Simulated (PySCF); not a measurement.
**C₅F₅N: field gradients at the nuclei**

Aim: the electric field gradients and quadrupole couplings of C₅F₅N at several levels. Each job file holds the settings and the coordinates that a driver script hands to the program.

Program: PySCF 2.14.0, density-fitted response routines. Level of theory: the levels named in each step. These are calculated values, not measurements.

### Step 1. The structure to begin with

Bond lengths: F1–C2 1.321 Å, C2–N3 1.311 Å, N3–C4 1.312 Å, C4–F5 1.321 Å, C4–C6 1.397 Å, C6–F7 1.330 Å, C6–C8 1.395 Å, C8–F9 1.325 Å, C2–C10 1.397 Å, C8–C10 1.396 Å, C10–F11 1.330 Å. Angles (14 of 16 angles, heavy atoms first): F1–C2–N3 116.8°, F1–C2–C10 120.1°, N3–C2–C10 123.1°, C2–N3–C4 119.6°, N3–C4–F5 116.8°, N3–C4–C6 123.1°, F5–C4–C6 120.1°, C4–C6–F7 121.8°, C4–C6–C8 117.5°, F7–C6–C8 120.7°, C6–C8–F9 120.4°, C6–C8–C10 119.2°, F9–C8–C10 120.4°, C2–C10–C8 117.5°.

Coordinates:

```xyz
11

F     2.3390   -1.5552    0.0174
C     1.1901   -0.9042    0.0137
N     0.1002   -1.6290    0.0860
C    -1.0713   -1.0385    0.0881
F    -2.1326   -1.8211    0.1595
C    -1.2263    0.3483    0.0202
F    -2.4273    0.9200    0.0298
C    -0.0691    1.1237   -0.0584
F    -0.1504    2.4446   -0.1278
C     1.1750    0.4907   -0.0641
F     2.2977    1.1999   -0.1409
```

### Step 2. Geometry, PBE0-D3(BJ)/def2-SVP

job.txt

```
{"job": {"xc": "PBE0", "basis": "def2-SVP", "d3": "d3bj", "grid": 2, "kind": "geom"}, "charge": 0, "multiplicity": 1}
F      2.338980    -1.555150     0.017350
C      1.190070    -0.904160     0.013700
N      0.100170    -1.628970     0.086030
C     -1.071320    -1.038500     0.088090
F     -2.132580    -1.821060     0.159540
C     -1.226290     0.348280     0.020170
F     -2.427280     0.920030     0.029800
C     -0.069120     1.123660    -0.058440
F     -0.150440     2.444620    -0.127760
C      1.175000     0.490660    -0.064120
F      2.297680     1.199930    -0.140870
```

Output:

```text
step   0  E = -743.15588406  max force = 0.013328
step   1  E = -743.15610121  max force = 0.005939
step   2  E = -743.15671538  max force = 0.001817
step   3  E = -743.15673162  max force = 0.000645
step   4  E = -743.15673502  max force = 0.000297
optimisation converged
```

Wall time 75 s (8 threads of Intel Xeon at 2.70GHz, shared host); peak memory 0.81 GiB.

It ended at:

```xyz
11

F     2.3456   -1.5326    0.0188
C     1.1884   -0.9070    0.0162
N     0.0981   -1.6263    0.0775
C    -1.0708   -1.0397    0.0770
F    -2.1456   -1.7954    0.1378
C    -1.2275    0.3445    0.0140
F    -2.4149    0.9166    0.0161
C    -0.0672    1.1160   -0.0531
F    -0.1463    2.4241   -0.1170
C     1.1775    0.4858   -0.0517
F     2.2876    1.1935   -0.1122
```

### Step 3. Field gradients, PBE0/pcJ-2

job.txt

```
{"job": {"kind": "efgt", "xc": "PBE0", "basis": "pcJ-2"}, "charge": 0, "multiplicity": 1}
F      2.345615    -1.532632     0.018809
C      1.188385    -0.907007     0.016231
N      0.098105    -1.626350     0.077484
C     -1.070790    -1.039688     0.077027
F     -2.145622    -1.795446     0.137779
C     -1.227536     0.344475     0.014028
F     -2.414948     0.916627     0.016122
C     -0.067173     1.116024    -0.053105
F     -0.146285     2.424084    -0.116959
C      1.177525     0.485762    -0.051743
F      2.287594     1.193491    -0.112183
```

Output:

```text
coarse grid: 11928 points
cycle   1  E = -743.9005625939  dE =  2.469e+00  |g| = 9.692e-01  |ddm| = 2.779e+00
cycle   2  E = -743.6521101870  dE =  2.485e-01  |g| = 1.597e+00  |ddm| = 1.070e+00
cycle   3  E = -744.0446779606  dE = -3.926e-01  |g| = 1.142e-01  |ddm| = 6.879e-01
cycle   4  E = -744.0463603830  dE = -1.682e-03  |g| = 5.185e-02  |ddm| = 6.969e-02
cycle   5  E = -744.0468632277  dE = -5.028e-04  |g| = 1.666e-02  |ddm| = 3.368e-02
cycle   6  E = -744.0469186215  dE = -5.539e-05  |g| = 3.659e-03  |ddm| = 1.023e-02
cycle   7  E = -744.0469211399  dE = -2.518e-06  |g| = 1.329e-03  |ddm| = 2.864e-03
final grid: 155808 points
cycle   8  E = -744.0412240264  dE = -2.186e-04  |g| = 8.757e-03  |ddm| = 5.012e-02
cycle   9  E = -744.0411997261  dE =  2.430e-05  |g| = 1.430e-02  |ddm| = 1.163e-02
cycle  10  E = -744.0412369006  dE = -3.717e-05  |g| = 1.197e-03  |ddm| = 7.419e-03
cycle  11  E = -744.0412370507  dE = -1.502e-07  |g| = 7.762e-04  |ddm| = 1.137e-03
cycle  12  E = -744.0412371749  dE = -1.241e-07  |g| = 2.555e-04  |ddm| = 5.451e-04
cycle  13  E = -744.0412371870  dE = -1.216e-08  |g| = 2.824e-05  |ddm| = 1.502e-04
cycle  14  E = -744.0412371871  dE = -1.210e-10  |g| = 1.070e-05  |ddm| = 1.484e-05
converged SCF energy = -744.0412371871

Field-gradient tensors (au): xx yy zz xy xz yz
  0 F     1.74086   -0.60603   -1.13484   -1.89702    0.02281    0.02028
  1 C     0.12369   -0.15044    0.02674   -0.22994    0.00895    0.01411
  2 N     0.44503   -0.86676    0.42173    0.07863   -0.00440    0.06046
  3 C     0.06534   -0.09332    0.02797    0.25564   -0.01313   -0.00029
  4 F     1.26347   -0.13899   -1.12448    2.11283   -0.15448   -0.09490
  5 C     0.25977   -0.16731   -0.09245   -0.25147    0.00355    0.00964
  6 F     2.09930   -0.78132   -1.31798   -1.78954   -0.00017    0.01943
  7 C    -0.36425    0.32519    0.03906   -0.04119    0.01182   -0.01317
  8 F    -1.69796    2.88271   -1.18475   -0.27837    0.02632   -0.19958
  9 C     0.19378   -0.10227   -0.09151    0.29410   -0.02118   -0.00648
 10 F     1.63087   -0.32299   -1.30787    2.07353   -0.16876   -0.09632
```

It took 98 s on 8 threads of Intel Xeon at 2.70GHz, shared host; peak memory 3.1 GiB.

### Step 4. Field gradients, PBE/def2-TZVPP

Edit job.txt of step 3 so:

```diff
@@ -1,2 +1,2 @@
-{"job": {"kind": "efgt", "xc": "PBE0", "basis": "pcJ-2"}, "charge": 0, "multiplicity": 1}
+{"job": {"kind": "efgt", "xc": "PBE", "basis": "def2-TZVPP"}, "charge": 0, "multiplicity": 1}
 F      2.345615    -1.532632     0.018809
```

Output:

```text
coarse grid: 11928 points
cycle   1  E = -743.8998486443  dE =  2.183e+00  |g| = 9.238e-01  |ddm| = 4.534e+00
cycle   2  E = -743.4147843703  dE =  4.851e-01  |g| = 1.980e+00  |ddm| = 2.956e+00
cycle   3  E = -744.0185403681  dE = -6.038e-01  |g| = 1.991e-01  |ddm| = 2.157e+00
cycle   4  E = -744.0250706592  dE = -6.530e-03  |g| = 9.871e-02  |ddm| = 2.122e-01
cycle   5  E = -744.0271290110  dE = -2.058e-03  |g| = 3.808e-02  |ddm| = 1.014e-01
cycle   6  E = -744.0274530019  dE = -3.240e-04  |g| = 1.629e-02  |ddm| = 4.693e-02
cycle   7  E = -744.0275091056  dE = -5.610e-05  |g| = 4.176e-03  |ddm| = 1.700e-02
cycle   8  E = -744.0275120949  dE = -2.989e-06  |g| = 1.310e-03  |ddm| = 4.757e-03
final grid: 155808 points
cycle   9  E = -744.0315725670  dE = -1.639e-04  |g| = 1.000e-02  |ddm| = 1.129e-01
cycle  10  E = -744.0315117852  dE =  6.078e-05  |g| = 2.105e-02  |ddm| = 2.176e-02
cycle  11  E = -744.0315887365  dE = -7.695e-05  |g| = 2.613e-03  |ddm| = 1.859e-02
cycle  12  E = -744.0315895273  dE = -7.908e-07  |g| = 1.441e-03  |ddm| = 4.541e-03
cycle  13  E = -744.0315899397  dE = -4.123e-07  |g| = 4.587e-04  |ddm| = 1.359e-03
cycle  14  E = -744.0315899892  dE = -4.955e-08  |g| = 9.666e-05  |ddm| = 5.321e-04
cycle  15  E = -744.0315899908  dE = -1.618e-09  |g| = 3.503e-05  |ddm| = 1.263e-04
cycle  16  E = -744.0315899910  dE = -2.156e-10  |g| = 9.258e-06  |ddm| = 4.141e-05
converged SCF energy = -744.0315899910

Field-gradient tensors (au): xx yy zz xy xz yz
  0 F     1.65998   -0.59637   -1.06361   -1.83564    0.02349    0.02183
  1 C     0.13198   -0.13664    0.00465   -0.22712    0.00805    0.01228
  2 N     0.42052   -0.78564    0.36512    0.07230   -0.00493    0.05389
  3 C     0.07437   -0.08025    0.00588    0.25220   -0.01369   -0.00188
  4 F     1.19835   -0.14467   -1.05368    2.04317   -0.14826   -0.08979
  5 C     0.26165   -0.16818   -0.09347   -0.25587    0.00364    0.00974
  6 F     2.02520   -0.78571   -1.23949   -1.73662    0.00109    0.02210
  7 C    -0.35378    0.34046    0.01331   -0.04150    0.01091   -0.01525
  8 F    -1.66995    2.78864   -1.11869   -0.27087    0.02691   -0.19164
  9 C     0.19455   -0.10208   -0.09247    0.29872   -0.02145   -0.00663
 10 F     1.57068   -0.34075   -1.22993    2.01431   -0.16285   -0.09025
```

It took 38 s on 8 threads of Intel Xeon at 2.70GHz, shared host; peak memory 3.1 GiB.

### Step 5. Field gradients, B3LYP/def2-TZVPP

Edit job.txt of step 4 so:

```diff
@@ -1,2 +1,2 @@
-{"job": {"kind": "efgt", "xc": "PBE", "basis": "def2-TZVPP"}, "charge": 0, "multiplicity": 1}
+{"job": {"kind": "efgt", "xc": "B3LYP", "basis": "def2-TZVPP"}, "charge": 0, "multiplicity": 1}
 F      2.345615    -1.532632     0.018809
```

Output:

```text
coarse grid: 11928 points
cycle   1  E = -744.6056145069  dE =  2.417e+00  |g| = 1.017e+00  |ddm| = 4.596e+00
cycle   2  E = -744.2522255683  dE =  3.534e-01  |g| = 1.820e+00  |ddm| = 2.038e+00
cycle   3  E = -744.7628262732  dE = -5.106e-01  |g| = 1.199e-01  |ddm| = 1.465e+00
cycle   4  E = -744.7647529682  dE = -1.927e-03  |g| = 6.406e-02  |ddm| = 1.113e-01
cycle   5  E = -744.7655856981  dE = -8.327e-04  |g| = 1.685e-02  |ddm| = 5.138e-02
cycle   6  E = -744.7656429265  dE = -5.723e-05  |g| = 4.821e-03  |ddm| = 1.582e-02
cycle   7  E = -744.7656475479  dE = -4.621e-06  |g| = 1.536e-03  |ddm| = 5.345e-03
final grid: 155808 points
cycle   8  E = -744.7666100950  dE = -9.151e-05  |g| = 7.450e-03  |ddm| = 8.233e-02
cycle   9  E = -744.7665832350  dE =  2.686e-05  |g| = 1.383e-02  |ddm| = 1.609e-02
cycle  10  E = -744.7666195791  dE = -3.634e-05  |g| = 8.813e-04  |ddm| = 1.173e-02
cycle  11  E = -744.7666196745  dE = -9.546e-08  |g| = 6.636e-04  |ddm| = 1.086e-03
cycle  12  E = -744.7666197631  dE = -8.859e-08  |g| = 8.849e-05  |ddm| = 4.858e-04
cycle  13  E = -744.7666197642  dE = -1.064e-09  |g| = 3.242e-05  |ddm| = 1.195e-04
cycle  14  E = -744.7666197643  dE = -1.655e-10  |g| = 8.371e-06  |ddm| = 2.490e-05
converged SCF energy = -744.7666197643

Field-gradient tensors (au): xx yy zz xy xz yz
  0 F     1.72578   -0.60139   -1.12438   -1.88596    0.02289    0.02031
  1 C     0.12412   -0.16903    0.04491   -0.24369    0.01002    0.01623
  2 N     0.42366   -0.87435    0.45069    0.07791   -0.00322    0.06223
  3 C     0.06219   -0.10843    0.04624    0.27133   -0.01339    0.00094
  4 F     1.25135   -0.13720   -1.11415    2.10007   -0.15354   -0.09431
  5 C     0.26448   -0.18769   -0.07678   -0.26721    0.00457    0.01177
  6 F     2.08472   -0.77842   -1.30631   -1.77981    0.00000    0.01959
  7 C    -0.39486    0.33809    0.05677   -0.04372    0.01308   -0.01287
  8 F    -1.69034    2.86203   -1.17169   -0.27664    0.02638   -0.19788
  9 C     0.19436   -0.11861   -0.07575    0.31247   -0.02173   -0.00534
 10 F     1.61906   -0.32254   -1.29652    2.06217   -0.16786   -0.09552
```

Run time: 45 s. Hardware: 8 threads of Intel Xeon at 2.70GHz, shared host; peak memory 3.1 GiB.

### Step 6. Field gradients, CAM-B3LYP/def2-TZVPP

Edit job.txt of step 5 so:

```diff
@@ -1,2 +1,2 @@
-{"job": {"kind": "efgt", "xc": "B3LYP", "basis": "def2-TZVPP"}, "charge": 0, "multiplicity": 1}
+{"job": {"kind": "efgt", "xc": "CAM-B3LYP", "basis": "def2-TZVPP"}, "charge": 0, "multiplicity": 1}
 F      2.345615    -1.532632     0.018809
```

Output:

```text
coarse grid: 11928 points
cycle   1  E = -744.3330655993  dE =  2.718e+00  |g| = 1.104e+00  |ddm| = 4.363e+00
cycle   2  E = -744.1627504376  dE =  1.703e-01  |g| = 1.581e+00  |ddm| = 1.574e+00
cycle   3  E = -744.5400363479  dE = -3.773e-01  |g| = 1.019e-01  |ddm| = 1.063e+00
cycle   4  E = -744.5413800211  dE = -1.344e-03  |g| = 4.224e-02  |ddm| = 9.416e-02
cycle   5  E = -744.5416608852  dE = -2.809e-04  |g| = 1.739e-02  |ddm| = 3.893e-02
cycle   6  E = -744.5417138944  dE = -5.301e-05  |g| = 3.148e-03  |ddm| = 1.267e-02
cycle   7  E = -744.5417161220  dE = -2.228e-06  |g| = 1.691e-03  |ddm| = 3.892e-03
final grid: 155808 points
cycle   8  E = -744.5431165793  dE = -7.011e-05  |g| = 3.958e-03  |ddm| = 5.084e-02
cycle   9  E = -744.5431153243  dE =  1.255e-06  |g| = 4.755e-03  |ddm| = 5.722e-03
cycle  10  E = -744.5431189004  dE = -3.576e-06  |g| = 4.939e-04  |ddm| = 3.267e-03
cycle  11  E = -744.5431189289  dE = -2.851e-08  |g| = 2.036e-04  |ddm| = 4.359e-04
cycle  12  E = -744.5431189363  dE = -7.377e-09  |g| = 3.440e-05  |ddm| = 1.680e-04
cycle  13  E = -744.5431189365  dE = -2.276e-10  |g| = 9.903e-06  |ddm| = 4.186e-05
converged SCF energy = -744.5431189365

Field-gradient tensors (au): xx yy zz xy xz yz
  0 F     1.73407   -0.59230   -1.14176   -1.88600    0.02228    0.01902
  1 C     0.11661   -0.18158    0.06497   -0.24702    0.01085    0.01792
  2 N     0.42769   -0.90181    0.47413    0.07984   -0.00285    0.06466
  3 C     0.05379   -0.12012    0.06633    0.27526   -0.01292    0.00236
  4 F     1.25966   -0.12809   -1.13156    2.09995   -0.15412   -0.09557
  5 C     0.26311   -0.19020   -0.07291   -0.26641    0.00466    0.01206
  6 F     2.09316   -0.76128   -1.33188   -1.77913   -0.00089    0.01749
  7 C    -0.40841    0.32855    0.07986   -0.04391    0.01398   -0.01122
  8 F    -1.68005    2.86673   -1.18669   -0.27634    0.02574   -0.19888
  9 C     0.19317   -0.12129   -0.07189    0.31184   -0.02158   -0.00501
 10 F     1.62782   -0.30573   -1.32209    2.06039   -0.16859   -0.09756
```

It took 56 s on 8 threads of Intel Xeon at 2.70GHz, shared host; peak memory 3.1 GiB.

### Step 7. Field gradients, HF/def2-TZVPP

Edit job.txt of step 6 so:

```diff
@@ -1,2 +1,2 @@
-{"job": {"kind": "efgt", "xc": "CAM-B3LYP", "basis": "def2-TZVPP"}, "charge": 0, "multiplicity": 1}
+{"job": {"kind": "efgt", "xc": "HF", "basis": "def2-TZVPP"}, "charge": 0, "multiplicity": 1}
 F      2.345615    -1.532632     0.018809
```

Output:

```text
final grid: 155808 points
cycle   1  E = -740.9380064742  dE =  3.379e+00  |g| = 1.193e+00  |ddm| = 4.440e+00
cycle   2  E = -741.1369444341  dE = -1.989e-01  |g| = 7.844e-01  |ddm| = 1.305e+00
cycle   3  E = -741.2380508343  dE = -1.011e-01  |g| = 1.224e-01  |ddm| = 4.765e-01
cycle   4  E = -741.2415644573  dE = -3.514e-03  |g| = 3.139e-02  |ddm| = 1.094e-01
cycle   5  E = -741.2419460193  dE = -3.816e-04  |g| = 8.064e-03  |ddm| = 5.309e-02
cycle   6  E = -741.2419805017  dE = -3.448e-05  |g| = 4.125e-03  |ddm| = 1.299e-02
cycle   7  E = -741.2419878088  dE = -7.307e-06  |g| = 1.137e-03  |ddm| = 5.863e-03
cycle   8  E = -741.2419885907  dE = -7.819e-07  |g| = 4.773e-04  |ddm| = 1.719e-03
cycle   9  E = -741.2419887071  dE = -1.165e-07  |g| = 1.804e-04  |ddm| = 6.566e-04
cycle  10  E = -741.2419887414  dE = -3.427e-08  |g| = 1.077e-04  |ddm| = 3.771e-04
cycle  11  E = -741.2419887526  dE = -1.121e-08  |g| = 3.885e-05  |ddm| = 2.543e-04
cycle  12  E = -741.2419887544  dE = -1.794e-09  |g| = 1.094e-05  |ddm| = 1.238e-04
cycle  13  E = -741.2419887545  dE = -8.663e-11  |g| = 4.981e-06  |ddm| = 2.092e-05
converged SCF energy = -741.2419887545

Field-gradient tensors (au): xx yy zz xy xz yz
  0 F     1.89598   -0.61839   -1.27759   -2.00051    0.02070    0.01640
  1 C     0.06496   -0.24997    0.18501   -0.25978    0.01563    0.02745
  2 N     0.44541   -1.00957    0.56415    0.08745   -0.00148    0.07412
  3 C    -0.00129   -0.18522    0.18651    0.29012   -0.00956    0.01085
  4 F     1.39204   -0.12528   -1.26676    2.23266   -0.16657   -0.10523
  5 C     0.24696   -0.19989   -0.04707   -0.25868    0.00537    0.01357
  6 F     2.24009   -0.74638   -1.49371   -1.87347   -0.00406    0.01127
  7 C    -0.47701    0.27160    0.20541   -0.04432    0.01876   -0.00199
  8 F    -1.74692    3.05270   -1.30578   -0.29179    0.02523   -0.21383
  9 C     0.17897   -0.13286   -0.04611    0.30367   -0.02026   -0.00302
 10 F     1.75041   -0.26705   -1.48337    2.16695   -0.18044   -0.10989
```

Wall time 22 s (8 threads of Intel Xeon at 2.70GHz, shared host); peak memory 3.1 GiB.

### Step 8. Comparison

Largest principal value Vzz, in atomic units:

```
    atom  PBE0/pcJ-2  PBE/def2-TZVPP  B3LYP/def2-TZVPP  CAM-B3LYP/def2-TZVPP  HF/def2-TZVPP
      F1      2.7981          2.6864            2.7782                2.7868         3.0016
      C2     -0.2820         -0.2670           -0.3079               -0.3221        -0.3980
      N3     -0.8743         -0.7925           -0.8819               -0.9096        -1.0183
      C4     -0.2818         -0.2669           -0.3078               -0.3221        -0.3980
      F5      2.7967          2.6855            2.7772                2.7857         3.0005
      C6      0.3761          0.3809            0.3884                0.3862         0.3653
      F7      2.9562          2.8539            2.9373                2.9468         3.1426
      C8     -0.3670         -0.3565           -0.3978               -0.4114        -0.4801
      F9      2.9094          2.8145            2.8885                2.8933         3.0809
     C10      0.3760          0.3807            0.3883                0.3861         0.3653
     F11      2.9549          2.8530            2.9363                2.9458         3.1416
CPU time     5.1 min         3.3 min           2.6 min                 3 min           76 s
```

Couplings eQVzz/h in MHz (234.9647 × Q in barn × Vzz), with Q = 0.02044 (14N):

```
     nucleus  PBE0/pcJ-2  PBE/def2-TZVPP  B3LYP/def2-TZVPP  CAM-B3LYP/def2-TZVPP  HF/def2-TZVPP
14N (atom 3)      -4.199          -3.806            -4.236                -4.369         -4.890
```

### Step 9. Summary of results

```
                            quantity       value
coupling of 14N (atom 3), PBE0/pcJ-2  -4.199 MHz
```

What this shows: The largest coupling, that of 14N, runs from -4.890 (HF/def2-TZVPP) to -3.806 MHz (PBE/def2-TZVPP). The gradients are non-relativistic, at the equilibrium geometry and in principal axes; measured couplings hold vibrational averaging and refer to the inertial axes. The def2 sets are stiff near the nuclei, which limits their accuracy.
